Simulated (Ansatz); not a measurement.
# Ga (Ga, bcc): the cost of one run

Computed with Ansatz 0.2.0 (DFT r2SCAN, plane waves (500 eV) with PAW, scalar-relativistic; the PAW data stem from PBE, with regenerated cores, unless a step says otherwise).

## (1) Starting point

It takes space group Im-3m (No. 229, cubic). Conventional cell: a = 3.397 Å, b = 3.397 Å, c = 3.397 Å, α = 90.00°, β = 90.00°, γ = 90.00°. Around Ga (site symmetry m-3m) lie 8 Ga at 2.94 Å.

As a file:

```
CELL_PARAMETERS angstrom
-1.69835 1.69835 1.69835
1.69835 -1.69835 1.69835
1.69835 1.69835 -1.69835
ATOMIC_POSITIONS crystal
Ga 0.00000 0.00000 0.00000
```

## (2) Relaxation of the cell

File input.yaml:

```yaml
crystal:
  lattice:
    - [-1.6983540166, 1.6983540166, 1.6983540166]
    - [1.6983540166, -1.6983540166, 1.6983540166]
    - [1.6983540166, 1.6983540166, -1.6983540166]
  atoms:
    - { symbol: Ga, position: [0.0, 0.0, 0.0] }
hamiltonian:
  xc: r2scan
  pseudopotentials:
    kind: paw
    azcp:
      Ga: "pseudopotentials/Ga.paw.azcp"
basis:
  ecutwfc: 500
  fft_grid_basis: typed
kpoints:
  mp_grid: { grid: [13, 13, 13], shift: [0, 0, 0] }
magnetization:
  spin_polarized: false
scf:
  occupations: { method: fermi_dirac, width: 0.1 }
relax:
  max_steps: 60
  f_tol: 0.01
  cell: {}
output:
  write_density: true
  write_potential: true
  elf: true
  volumetric_format: npy
```

On the command line:

```sh
$ ansatz run input.yaml --threads 1 --pin off --max-ram 3584MiB --backend cpu --events-out ev --progress --plain --runs-dir out
```

**Question.** How long does this run take on 1 thread of Intel Xeon Platinum 8259CL at 2.50GHz (Skylake/Cascade Lake), shared host, and how much memory does it need?

About 17 s, with a peak of 0.56 GiB.
